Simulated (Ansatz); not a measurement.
The system is Hf2Pd2Se2Br2O3.

```
Hf Pd Se Br O
1.0
     3.72613    0.00000    0.00000
    -1.86306    3.22692    0.00000
     0.00000    0.00000   17.00867
Hf Pd Se Br O
2 2 2 2 3
Direct
  0.66667 0.33333 0.93385
  0.33333 0.66667 0.06615
  0.00000 0.00000 0.30298
  0.00000 0.00000 0.69702
  0.33333 0.66667 0.22649
  0.66667 0.33333 0.77351
  0.66667 0.33333 0.39862
  0.33333 0.66667 0.60138
  0.33333 0.66667 0.92689
  0.66667 0.33333 0.07311
  0.00000 0.00000 0.00000
```

The cell was built by a generator and needn't be a form met in nature.

* Program: Ansatz 0.2.0
* Task: relaxation of cell and atoms
* Functional: BLYP
* Potentials or basis: Ansatz PAW
* Cutoff: 420 eV (not typed: the program's choice for these potentials)
* k mesh: 6 × 6 × 2
* Occupations: fermi-dirac, width 0.05 eV
* Spin: no spin polarisation

At the start: volume 18.59 Å³/atom.

Task: Where does the relaxation end?

Result: It ends after 23 steps and the volume is 22.30 Å³/atom (+19.9 %); space group P-3m1 (No. 164, to 0.05 Å).

The path:
```tsv
step	energy change (eV)	largest force (eV/Å)	volume (Å³)
1	0.0000	0.4195	204.51
2	-0.0957	0.2627	218.13
3	-0.1451	0.0836	216.94
4	-0.1464	0.0192	217.46
5	-0.1459	0.0063	217.99
6	-0.1454	0.0050	218.39
7	-0.1755	0.0050	218.39
8	-0.1741	0.0215	221.90
9	-0.1700	0.0225	225.52
10	-0.1698	0.0064	225.83
11	-0.1683	0.0053	226.70
12	-0.1846	0.0058	226.70
13	-0.1793	0.0443	232.11
14	-0.1720	0.0360	236.29
15	-0.1765	0.0080	234.16
16	-0.1898	0.0066	234.16
17	-0.1861	0.0101	237.90
18	-0.1814	0.0095	241.03
19	-0.1827	0.0007	240.25
20	-0.1929	0.0009	240.25
21	-0.1891	0.0075	243.64
22	-0.1867	0.0029	245.29
23	-0.1946	0.0030	245.29
```

Final structure:
```
CELL_PARAMETERS angstrom
3.78688 0.00000 0.00000
-1.89344 3.27954 0.00000
0.00000 0.00000 19.75097
ATOMIC_POSITIONS crystal
Hf 0.66667 0.33333 0.94228
Hf 0.33333 0.66667 0.05772
Pd 0.00000 0.00000 0.26391
Pd 0.00000 0.00000 0.73609
Se 0.33333 0.66667 0.19636
Se 0.66667 0.33333 0.80364
Br 0.66667 0.33333 0.34864
Br 0.33333 0.66667 0.65136
O 0.33333 0.66667 0.93688
O 0.66667 0.33333 0.06312
O 0.00000 0.00000 0.00000
```

Caveat: the volume moved by over 15 % at a fixed basis, so the end points are rough; the plane-wave basis is chosen anew once the cell has moved, so the energies of steps on either side of that aren't comparable; this functional lacks dispersion, which binds the layers, so the pressure and a relaxed spacing across them are unreliable, and here the layers came unbound; the PAW data sets come from PBE, with cores solved anew for the run's functional, which leaves a small shift of forces and pressure.
